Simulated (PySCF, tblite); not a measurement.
# C8H8F radical: geometry, infrared bands and EPR parameters

Wanted: the infrared bands and EPR parameters of C8H8F radical (`F[C@H]1[CH][C@@H]2[C@@H]3C=C[C@H]1[C@H]23`), by calculation.

The runs use tblite 0.8.0 and PySCF 2.14.0, with density-fitted response routines of our own; the level of theory stands in each step. All values are computed, except where a source is named. Atoms are numbered from 0 throughout.

### Step 1. Starting geometry

17 atoms, charge 0, multiplicity 2; geometry from: force field or distance geometry start.

Bonds of the start (Å): F0–C1 1.34, C1–C2 1.52, C2–C3 1.47, C3–C4 1.53, C4–C5 1.47, C5–C6 1.35, C6–C7 1.52, C7–C8 1.53, C7–C1 1.55, C8–C3 1.48, C8–C4 1.50, C1–H9 1.10, C2–H10 1.08, C3–H11 1.09, C4–H12 1.08, C5–H13 1.09, C6–H14 1.09, C7–H15 1.09, C8–H16 1.07.

### Step 2. Optimising the geometry with GFN2-xTB

Job settings and geometry (Å):

```
{"job": {"kind": "relax", "xc": "GFN2-xTB", "basis": "xTB"}, "charge": 0, "multiplicity": 2}
F     -2.599100     0.263300    -0.708300
C     -1.610400     0.209900     0.201000
C     -1.068600    -1.210900     0.307700
C      0.166900    -1.368000    -0.465500
C      1.441800    -0.595000    -0.139600
C      1.509700     0.424200     0.920000
C      0.546100     1.360300     0.848200
C     -0.383800     1.021400    -0.299000
C      0.408500    -0.037700    -1.075100
H     -1.996900     0.567900     1.171300
H     -1.655400    -2.032100     0.700100
H      0.236400    -2.256000    -1.086200
H      2.376000    -0.930900    -0.557700
H      2.299900     0.413200     1.670000
H      0.407600     2.195400     1.531300
H     -0.654300     1.884300    -0.902600
H      0.568800     0.102700    -2.125400
```

Started as:

```
$ OMP_NUM_THREADS=1 python probes_run.py task.json out
```

This one command runs all jobs of the session in turn.

Output:

```text
step      E/eV     max force
  0    -702.71041    2.208
  1    -702.86464    1.012
  2    -702.92839    0.518
  3    -702.96284    0.476
  4    -702.99112    0.487
  5    -703.01202    0.289
  6    -703.02344    0.246
  7    -703.03365    0.284
  8    -703.04361    0.246
  9    -703.04950    0.204
 10    -703.05340    0.150
 11    -703.05608    0.137
 12    -703.05801    0.111
 13    -703.05955    0.113
 14    -703.06105    0.100
 15    -703.06293    0.150
 16    -703.06511    0.156
 17    -703.06681    0.098
 18    -703.06783    0.064
 19    -703.06852    0.061
 20    -703.06902    0.057
 21    -703.06940    0.040
 22    -703.06966    0.036
 23    -703.06984    0.034
 24    -703.06997    0.031
 25    -703.07005    0.024
 26    -703.07011    0.021
 27    -703.07016    0.022
 28    -703.07021    0.025
 29    -703.07026    0.021
 30    -703.07031    0.020
 31    -703.07037    0.023
 32    -703.07043    0.020
 33    -703.07047    0.015
 34    -703.07050    0.013
 35    -703.07053    0.013
 36    -703.07054    0.012
 37    -703.07056    0.009
```

It took 0.25 s on 1 thread of Arm Neoverse V1, shared host.

The steps of the relaxation: (not every step is listed)

```tsv
step	energy from step 0 (eV)	largest force (eV/Å)
0	0.0000	2.2079
1	-0.1542	1.0124
2	-0.2180	0.5184
3	-0.2524	0.4761
4	-0.2807	0.4873
5	-0.3016	0.2892
6	-0.3130	0.2462
7	-0.3232	0.2835
8	-0.3332	0.2462
10	-0.3430	0.1495
12	-0.3476	0.1113
14	-0.3506	0.1003
16	-0.3547	0.1564
18	-0.3574	0.0640
20	-0.3586	0.0573
22	-0.3592	0.0358
24	-0.3596	0.0306
26	-0.3597	0.0209
28	-0.3598	0.0245
30	-0.3599	0.0205
32	-0.3600	0.0202
33	-0.3601	0.0148
34	-0.3601	0.0133
35	-0.3601	0.0132
36	-0.3601	0.0124
37	-0.3601	0.0091
```

Close pairs (by a distance rule), those that changed most:

```tsv
bond	before (Å)	after (Å)	change (Å)
F0–C1	1.344	1.411	+0.067
C3–C4	1.526	1.589	+0.062
C1–C2	1.524	1.482	-0.042
C2–C3	1.466	1.427	-0.039
C3–C8	1.483	1.508	+0.025
C5–C6	1.345	1.330	-0.015
C5–H13	1.090	1.075	-0.015
C6–H14	1.088	1.075	-0.013
```

The next job starts from the end point, and lists it.

### Step 3. Infrared spectrum with GFN2-xTB

Job settings and geometry (Å):

```
{"job": {"kind": "ir", "xc": "GFN2-xTB", "basis": "xTB"}, "charge": 0, "multiplicity": 2}
F     -2.651035     0.287354    -0.662211
C     -1.553446     0.220329     0.222281
C     -1.032676    -1.164647     0.312023
C      0.129527    -1.320152    -0.501105
C      1.464647    -0.507992    -0.215412
C      1.492928     0.398647     0.933653
C      0.516461     1.297712     0.842606
C     -0.364470     1.019878    -0.348773
C      0.433178    -0.000939    -1.166086
H     -1.946254     0.632048     1.159471
H     -1.572372    -1.966605     0.776010
H      0.327962    -2.275428    -0.967199
H      2.364874    -1.008163    -0.537214
H      2.228872     0.323223     1.713472
H      0.279702     2.070370     1.551555
H     -0.695477     1.902614    -0.893716
H      0.570581     0.103782    -2.229266
```

Output:

```text
mode    cm-1     km/mol
  1     121.2      2.08
  2     255.0      1.75
  3     291.3      2.15
  4     332.0      2.22
  5     403.4     19.29
  6     493.1      4.34
  7     555.7      9.15
  8     636.1      2.21
  9     660.7     10.98
 10     727.4      0.98
 11     749.8      4.75
 12     787.5     12.44
 13     805.9     24.30
 14     854.1      1.54
 15     859.1     32.23
 16     871.0     61.90
 17     884.7     34.30
 18     944.3      6.80
 19     978.9      0.49
 20     992.1      4.58
 21    1002.7      3.49
 22    1019.2      1.91
 23    1034.3      0.99
 24    1047.4      0.35
 25    1074.9      1.99
 26    1107.7      0.93
 27    1120.9      0.61
 28    1175.4     10.03
 29    1204.4      3.11
 30    1213.4      0.88
 31    1245.0      1.18
 32    1268.8     10.82
 33    1282.1      7.05
 34    1303.0      2.01
 35    1341.6      1.64
 36    1350.7      0.52
 37    1638.0      4.28
 38    2906.0     37.92
 39    2998.5     23.72
 40    3050.8     22.07
 41    3082.4     27.26
 42    3097.7     33.13
 43    3125.8     15.27
 44    3141.5     38.96
 45    3158.8     16.19
```

It took 0.57 s on 1 thread of Arm Neoverse V1, shared host.

Which atoms move in the most intense modes:

```tsv
cm⁻¹	km/mol	atoms
806	24.3	H14 34 %, H13 12 %
859	32.2	H11 25 %, C1 24 %, H16 17 %, F0 11 %
871	61.9	C1 23 %, H16 23 %, H12 14 %
885	34.3	H12 19 %, C7 18 %, H11 13 %
2906	37.9	H9 93 %
3082	27.3	H12 83 %
3098	33.1	H16 84 %
3142	39.0	H13 55 %, H14 36 %
```

### Step 4. g tensor and hyperfine couplings: B3LYP/pcH-1

The job, as its differences from that of step 3:

```diff
@@ -1,2 +1,2 @@
-{"job": {"kind": "ir", "xc": "GFN2-xTB", "basis": "xTB"}, "charge": 0, "multiplicity": 2}
+{"job": {"kind": "epr", "basis": "pcH-1"}, "charge": 0, "multiplicity": 2}
 F     -2.651035     0.287354    -0.662211
```

Method: UKS B3LYP, pcH-1 on C F H, non-relativistic, mean-field spin-orbit, GIAO.

Output:

```text
UKS, coarse grid
  cycle   1  E = -409.33621114  |g| = 4.31e-01
  cycle   2  E = -409.28774267  |g| = 6.15e-01
  cycle   3  E = -409.41030983  |g| = 6.55e-02
  cycle   4  E = -409.41143268  |g| = 4.18e-02
  cycle   5  E = -409.41223491  |g| = 9.06e-03
  cycle   6  E = -409.41227129  |g| = 6.22e-03
  cycle   7  E = -409.41229275  |g| = 1.95e-03
  cycle   8  E = -409.41229579  |g| = 7.49e-04
UKS, final grid
  cycle   1  E = -409.41234120  |g| = 1.02e-03
  cycle   2  E = -409.41234046  |g| = 1.60e-03
  cycle   3  E = -409.41234168  |g| = 1.99e-04
  cycle   4  E = -409.41234170  |g| = 3.81e-05
  cycle   5  E = -409.41234170  |g| = 2.05e-05
E = -409.41234170 Eh   <S^2> = 0.7555 (exact 0.7500)
g shifts (ppm)      1          2          3
  rmc          -168       -168       -168
  gc             49         18         32
  oz_so        -428        -36        840
  total        -546       -186        704
hyperfine (MHz)  atom isotope    a_iso     a_fc   dipolar eigenvalues
    0   19F     289.12     289.12   -107.16   -102.21    209.38
    1   13C      19.87      19.87     -1.81     -0.44      2.25
    2   13C      76.33      76.33    -71.91    -71.26    143.17
    3   13C     -38.54     -38.54     -5.65     -0.07      5.71
    4   13C      66.90      66.90    -13.60    -13.08     26.67
    5   13C      -4.13      -4.13     -1.84      0.09      1.74
    6   13C       3.47       3.47     -2.32     -1.14      3.46
    7   13C      -3.22      -3.22     -1.15     -0.78      1.94
    8   13C      11.08      11.08     -5.99     -5.10     11.08
    9    1H      24.46      24.46     -5.43     -2.45      7.87
   10    1H     -57.03     -57.03    -34.32     -0.70     35.02
   11    1H      32.20      32.20     -4.52     -1.25      5.77
   12    1H      -2.86      -2.86     -6.86     -1.78      8.64
   13    1H       1.53       1.53     -2.04     -0.92      2.96
   14    1H      -1.19      -1.19     -2.19     -1.15      3.33
   15    1H      17.30      17.30     -1.99     -1.37      3.36
   16    1H       8.28       8.28     -3.51     -1.31      4.82
```

It took 1.8 min on 1 thread of Arm Neoverse V1, shared host; peak memory 1.1 GiB.

Principal g values 2.00177, 2.00213, 2.00302; g(iso) = 2.00231, against 2.00232 for a free electron.

Hyperfine couplings, nucleus by nucleus at this fixed geometry (no averaging over rotations):

```tsv
nuclei	isotope	a(iso) (MHz)	a(iso) (G, at g = 2.0023)	largest dipolar term (MHz)
F0	19F	289.1	103.2	209.4
C2	13C	76.3	27.2	143.2
C4	13C	66.9	23.9	26.7
H10	1H	-57.0	-20.4	35.0
C3	13C	-38.5	-13.8	5.7
H11	1H	32.2	11.5	5.8
H9	1H	24.5	8.7	7.9
C1	13C	19.9	7.1	2.3
H15	1H	17.3	6.2	3.4
C8	13C	11.1	4.0	11.1
H16	1H	8.3	3.0	4.8
C5	13C	-4.1	-1.5	-1.8
C6	13C	3.5	1.2	3.5
C7	13C	-3.2	-1.2	1.9
```

Mulliken spin populations:

F0 0.04; C1 -0.03; C2 0.91; C3 -0.10; C4 0.14; C5 -0.01; C6 0.03; C7 -0.01; C8 0.04; H9 0.01; H10 -0.04; H11 0.01; H12 0.00; H13 0.00; H14 0.00; H15 0.01; H16 0.00

In first order the couplings over 0.8 MHz of 19F, 1H give 480 distinct lines over 154.9 G.

Orbitals, density, ELF and potential are computed afterwards from the orbital file.

ELF in a plane through or near 7 of the atoms.

Ten even steps from ' ' (0.00) to '@' (1.00):
```
                                                        
                                                        
                                                        
                      ..++%%@@##::                      
                    ..--@@@@@@@@++..                    
              ....::--==%%@@@@%%::                      
            ..::--++****--++##++        ..              
            ..==++**%%@@::::++++....==++==              
              ::++++==++==++**++****##**::              
              ::++%%%%**    ..==**::====--====--        
        ..==##%%##..::==::    ..**==::****##**==..      
        ##@@@@@@@@++==##**==++--++**----**##**--        
        ++@@@@@@%%====++..====##**++..  ::--::..        
          ::==::    ++%%@@##**----==::                  
                  ..%%@@@@@@##....::::                  
                  ::@@@@@@@@**                          
                    ==##%%++..                          
                                                        
                                                        
                                                        
```
The map spans 10.5 Å across and 10.4 Å up, centred on the molecule. Atoms in the plane (x, y in Å): C1 (1.6, 0.1), C3 (-0.3, -1.4), C4 (-1.5, -0.4), C6 (-0.3, 1.6), H11 (-0.6, -2.4), H12 (-2.5, -0.9), H14 (0.0, 2.6).

log10 of the density (e/Å³) in the same plane.

Ten even steps from ' ' (-4.0) to '@' (1.2):
```
                                                        
                          ....                          
                    ....::::::::..                      
              ....::----========--::..                  
            ..::----==++******++==--::..                
        ..::--====++++**##%%##**++==--::::....          
        ::::==++++****##%%%%##**++======----....        
      ..::--==++**##%%%%%%@@%%##******++++==--::        
      ..::--==****##%%##################**++==--::      
      ..----++**##%%%%##******##%%@@@@####****++--..    
      ::--==**####@@@@####******##%%%%##%%##**++==..    
      ::==++**%%%%%%%%######################**++--..    
      ::--==++******####%%@@%%##****++++++++++==::      
      ..::--======++**##%%####**++++======--::..        
        ....::----==**##%%##**++======--::..            
              ..::--++++**++++==----::::..              
                ..::----==----::::..                    
                    ....::....                          
                                                        
                                                        
```
The map spans 10.5 Å across and 10.4 Å up, centred on the molecule. Atoms in the plane (x, y in Å): C1 (1.6, 0.1), C3 (-0.3, -1.4), C4 (-1.5, -0.4), C6 (-0.3, 1.6), H11 (-0.6, -2.4), H12 (-2.5, -0.9), H14 (0.0, 2.6).

On the surface of density 0.002 e/bohr³ the electrostatic potential runs, from the 1st to the 99th percentile, from -1.31 V near F0 to 0.92 V near H12.

The spin density lies nearest to C2 56 %; C4 9 %; H10 8 %.

### Step 5. Outcome

| quantity | value |
| --- | --- |
| strongest single infrared mode (GFN2-xTB) | 871 cm⁻¹, 62 km/mol |
| zero-point energy (GFN2-xTB) | 83.2 kcal/mol |
| g(iso) (B3LYP) | 2.00231 |
| ⟨S²⟩ | 0.756 (exact 0.75) |
| largest a(iso) | 19F on F0, 289.1 MHz |
| surface potential, 1st and 99th percentile | -1.31 V and 0.92 V |

**Reading.** Relaxing lowered the energy by 0.360 eV in 37 steps; the close pair that moved most is F0–C1, from 1.344 to 1.411 Å. All 45 modes are real, so the xTB geometry is a minimum. The strongest single mode, at 871 cm⁻¹, is spread over many atoms; the largest shares are those of C1, H16. GFN2-xTB is a fitted tight-binding method: band positions and strengths are rough. Its intensities can rank the bands wrongly. C2 carries the largest spin population, 0.91 e. The isotropic g lies 0.0 ppt below the free-electron value.
